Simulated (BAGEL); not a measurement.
# A workflow on SiH4O4 (orthosilicic acid)

Aim: the energy (HF/def2-SV(P)), then a single-point energy (NEVPT2(2,2)/def2-SV(P)) of SiH4O4 (orthosilicic acid). 

The calculation is run with BAGEL 1.2.2.

1 further run of the same task is left out (set aside as unsound or not needed).

### Step 1. The structure to begin with

SiH4O4: 9 atoms, total charge 0, spin state singlet. SMILES: `O[Si](O)(O)O`. The O4–H8 distance was set to 1.820 Å, away from the relaxed value. At this shape a bond of the SMILES string is far longer than usual.

Bond lengths: O1–Si2 1.631 Å, Si2–O3 1.631 Å, Si2–O4 1.631 Å, Si2–O5 1.631 Å, O1–H6 0.958 Å, O3–H7 0.958 Å, O5–H9 0.958 Å. Angles: O1–Si2–O3 106.4°, O1–Si2–O4 115.8°, O1–Si2–O5 106.4°, O3–Si2–O4 106.4°, O3–Si2–O5 115.8°, O4–Si2–O5 106.4°, Si2–O1–H6 116.6°, Si2–O3–H7 116.6°, Si2–O5–H9 116.6°.

### Step 2. A single-point energy at HF/def2-SV(P) (density fitting with svp-jkfit) (run 1)

job.json

```json
{ "bagel": [

{
  "title": "molecule",
  "basis": "def2-sv_p_.json",
  "df_basis": "svp-jkfit",
  "angstrom": true,
  "geometry": [
    { "atom": "O", "xyz": [   -0.316648,    1.160510,   -1.470277 ] },
    { "atom": "Si", "xyz": [    0.652412,    0.384190,   -0.412757 ] },
    { "atom": "O", "xyz": [    2.180012,    0.817840,   -0.784867 ] },
    { "atom": "O", "xyz": [    0.609262,   -1.245120,   -0.472617 ] },
    { "atom": "O", "xyz": [    0.137002,    0.803530,    1.076743 ] },
    { "atom": "H", "xyz": [    0.012942,    1.253910,   -2.365047 ] },
    { "atom": "H", "xyz": [    2.878682,    0.248990,   -0.458907 ] },
    { "atom": "H", "xyz": [   -0.768040,   -2.056130,    0.398680 ] },
    { "atom": "H", "xyz": [   -0.166388,    1.705580,    1.187323 ] }
  ]
},
{ "title": "hf", "charge": 0 },
{ "title": "print", "file": "orbitals.molden", "orbitals": true }

]}
```

The basis set def2-SV(P) is read from a file made from the Basis Set Exchange's data (not shown).

On the command line:

```sh
BAGEL_NUM_THREADS=1 BAGEL job.json > job.out
```

The program printed:

```text
* using 1 threads per process

  ===============================================================
  ===============================================================

  *** Geometry ***

  { "atom" : "O", "xyz" : [     -0.598378,      2.193046,     -2.778421 ] },
  { "atom" : "Si", "xyz" : [      1.232880,      0.726014,     -0.779998 ] },
  { "atom" : "O", "xyz" : [      4.119626,      1.545494,     -1.483184 ] },
  { "atom" : "O", "xyz" : [      1.151338,     -2.352936,     -0.893117 ] },
  { "atom" : "O", "xyz" : [      0.258896,      1.518452,      2.034749 ] },
  { "atom" : "H", "xyz" : [      0.024457,      2.369546,     -4.469291 ] },
  { "atom" : "H", "xyz" : [      5.439921,      0.470523,     -0.867209 ] },
  { "atom" : "H", "xyz" : [     -1.451385,     -3.885523,      0.753396 ] },
  { "atom" : "H", "xyz" : [     -0.314428,      3.223079,      2.243715 ] },

  Number of auxiliary basis functions:      508

  Since a DF basis is specified, we compute 2- and 3-index integrals:
    o Being stored without compression. Storage requirement is 0.027 GB

  Number of basis functions:       82
  Number of electrons      :       50

    * METHOD: MOLECULE                             0.27

  *** RHF ***

  === Nuclear Repulsion ===
   266.4169939866

      * DIIS with orbital gradients will be used.

  === RHF iteration (def2-sv_p_.json) ===
      0       -589.84655435          0.02912039           0.08
      1       -590.09404649          0.02218337           0.08
      2       -590.34626928          0.00343808           0.07
      3       -590.35297054          0.00129979           0.07
      4       -590.35437525          0.00026791           0.07
      5       -590.35449089          0.00009162           0.07
      6       -590.35450527          0.00003921           0.07
      7       -590.35450746          0.00001601           0.07
      8       -590.35450792          0.00000918           0.07
      9       -590.35450811          0.00000573           0.07
     10       -590.35450819          0.00000298           0.07
     11       -590.35450820          0.00000078           0.07
     12       -590.35450820          0.00000032           0.07
     13       -590.35450820          0.00000016           0.08
     14       -590.35450820          0.00000006           0.08
     15       -590.35450820          0.00000004           0.08
     16       -590.35450820          0.00000003           0.08
     17       -590.35450820          0.00000002           0.08
     18       -590.35450820          0.00000001           0.08
    * SCF iteration converged.

    * Permanent dipole moment:
           (    0.242468,     0.218153,    -0.159870) a.u.

    * METHOD: HF                                   1.63

    * METHOD: PRINT                                0.01

  ===============================================================
```

Wall time 2.3 s (1 thread of Intel Xeon 6975P-C (Granite Rapids), shared host); peak memory 0.15 GiB.

### Step 3. A single-point energy at NEVPT2(2,2)/def2-SV(P) (density fitting with svp-jkfit) (run 2)

nevpt2.json

```json
{ "bagel" : [

{
  "title" : "molecule",
  "basis" : "def2-sv_p_.json",
  "df_basis" : "svp-jkfit",
  "angstrom" : true,
  "geometry" : [
    { "atom" : "O", "xyz" : [   -0.316648,    1.160510,   -1.470277 ] },
    { "atom" : "Si", "xyz" : [    0.652412,    0.384190,   -0.412757 ] },
    { "atom" : "O", "xyz" : [    2.180012,    0.817840,   -0.784867 ] },
    { "atom" : "O", "xyz" : [    0.609262,   -1.245120,   -0.472617 ] },
    { "atom" : "O", "xyz" : [    0.137002,    0.803530,    1.076743 ] },
    { "atom" : "H", "xyz" : [    0.012942,    1.253910,   -2.365047 ] },
    { "atom" : "H", "xyz" : [    2.878682,    0.248990,   -0.458907 ] },
    { "atom" : "H", "xyz" : [   -0.768040,   -2.056130,    0.398680 ] },
    { "atom" : "H", "xyz" : [   -0.166388,    1.705580,    1.187323 ] }
  ]
},
{
  "title" : "hf"
},
{
  "title" : "casscf",
  "nstate" : 1,
  "nact" : 2,
  "nclosed" : 24,
  "active" : [25, 26],
  "maxiter" : 200,
  "natocc" : true
},
{
  "title" : "nevpt2",
  "nstate" : 1,
  "nact" : 2,
  "nclosed" : 24,
  "active" : [25, 26],
  "maxiter" : 200,
  "natocc" : true,
  "ncore" : 9
},
{
  "title" : "print",
  "file" : "orbitals.molden",
  "orbitals" : true
}

]}
```

The basis set def2-SV(P) is read from a file made from the Basis Set Exchange's data (not shown).

On the command line:

```sh
BAGEL_NUM_THREADS=1 BAGEL nevpt2.json > nevpt2.out
```

The program printed:

```text
* using 1 threads per process

  ===============================================================
  ===============================================================

  *** Geometry ***

  { "atom" : "O", "xyz" : [     -0.598378,      2.193046,     -2.778421 ] },
  { "atom" : "Si", "xyz" : [      1.232880,      0.726014,     -0.779998 ] },
  { "atom" : "O", "xyz" : [      4.119626,      1.545494,     -1.483184 ] },
  { "atom" : "O", "xyz" : [      1.151338,     -2.352936,     -0.893117 ] },
  { "atom" : "O", "xyz" : [      0.258896,      1.518452,      2.034749 ] },
  { "atom" : "H", "xyz" : [      0.024457,      2.369546,     -4.469291 ] },
  { "atom" : "H", "xyz" : [      5.439921,      0.470523,     -0.867209 ] },
  { "atom" : "H", "xyz" : [     -1.451385,     -3.885523,      0.753396 ] },
  { "atom" : "H", "xyz" : [     -0.314428,      3.223079,      2.243715 ] },

  Number of auxiliary basis functions:      508

  Since a DF basis is specified, we compute 2- and 3-index integrals:
    o Being stored without compression. Storage requirement is 0.027 GB

  Number of basis functions:       82
  Number of electrons      :       50

    * METHOD: MOLECULE                             0.27

  *** RHF ***

  === Nuclear Repulsion ===
   266.4169939866

      * DIIS with orbital gradients will be used.

  === RHF iteration (def2-sv_p_.json) ===
      0       -589.84655435          0.02912039           0.06
      1       -590.09404649          0.02218337           0.05
      2       -590.34626928          0.00343808           0.05
      3       -590.35297054          0.00129979           0.05
      4       -590.35437525          0.00026791           0.05
      5       -590.35449089          0.00009162           0.05
      6       -590.35450527          0.00003921           0.05
      7       -590.35450746          0.00001601           0.05
      8       -590.35450792          0.00000918           0.05
      9       -590.35450811          0.00000573           0.05
     10       -590.35450819          0.00000298           0.05
     11       -590.35450820          0.00000078           0.05
     12       -590.35450820          0.00000032           0.05
     13       -590.35450820          0.00000016           0.05
     14       -590.35450820          0.00000006           0.05
     15       -590.35450820          0.00000004           0.05
     16       -590.35450820          0.00000003           0.05
     17       -590.35450820          0.00000002           0.05
     18       -590.35450820          0.00000001           0.05
    * SCF iteration converged.

    * Permanent dipole moment:
           (    0.242468,     0.218153,    -0.159870) a.u.

    * METHOD: HF                                   1.13

  ---------------------------
      CASSCF calculation
  ---------------------------

    ==== Active orbitals : =====
         Orbital 25
         Orbital 26
    ============================

    * nstate   :      1
    * nclosed  :     24
    * nact     :      2
    * nvirt    :     56
  === CASSCF iteration (def2-sv_p_.json) ===

    * Using the second-order algorithm

      0  0      -590.38943025     5.42e-03      0.02

      1  0      -590.42881140     2.76e-03      0.28

      2  0      -590.43389014     6.92e-04      0.33

      3  0      -590.43409028     2.47e-04      0.33

      4  0      -590.43410670     8.18e-05      0.31

      5  0      -590.43410836     2.66e-05      0.35

      6  0      -590.43410853     8.56e-06      0.34

      7  0      -590.43410855     2.75e-06      0.42

      8  0      -590.43410855     8.82e-07      0.44

      9  0      -590.43410855     2.83e-07      0.45

     10  0      -590.43410855     9.06e-08      0.44

     11  0      -590.43410855     2.90e-08      0.36

     12  0      -590.43410855     9.30e-09      0.33

    * Second-order optimization converged. *

     guess   0:   closed 1.                   open ..

  === FCI iteration ===

      0  0      -590.34409357     1.08e-01      0.00
      1  0      -590.42506005     3.12e-02      0.00
      2  0 *    -590.43410855     8.50e-16      0.00

     * ci vector, state   0, <S^2> = 0.0000
       2.     0.9210945663
       .2    -0.3893389268

    * METHOD: CASSCF                               4.55

    * freezing 9 orbitals

  === DF-NEVPT2 calculation ===

    * 3-index integral transformation done
    * assembly done

      NEVPT2 correlation energy:   -0.7759011620      0.16

          (+0)     -0.7063418346
          (+0)'    -0.0197914952
          (+1)     -0.0106492986
          (+1)'    -0.0000000000
          (+2)     -0.0003898265
          (-1)     -0.0373897505
          (-1)'     0.0000000000
          (-2)     -0.0013389566

      NEVPT2 total energy:       -591.2100097107

    * METHOD: NEVPT2                               0.30

    * METHOD: PRINT                                0.01

  ===============================================================
```

Wall time 6.9 s (1 thread of Intel Xeon 6975P-C (Granite Rapids), shared host); peak memory 0.15 GiB.

### Step 4. Results

| quantity | value |
| --- | --- |
| run 1, HF/def2-SV(P): total energy | -590.35451 Eh |
| run 1, HF/def2-SV(P): dipole moment | 0.92 D |
| run 1, HF/def2-SV(P): HOMO energy | -12.32 eV |
| run 1, HF/def2-SV(P): LUMO energy | -0.59 eV |
| run 1, HF/def2-SV(P): HOMO–LUMO gap | 11.73 eV |
| run 2, NEVPT2(2,2)/def2-SV(P): total energy | -591.21001 Eh |
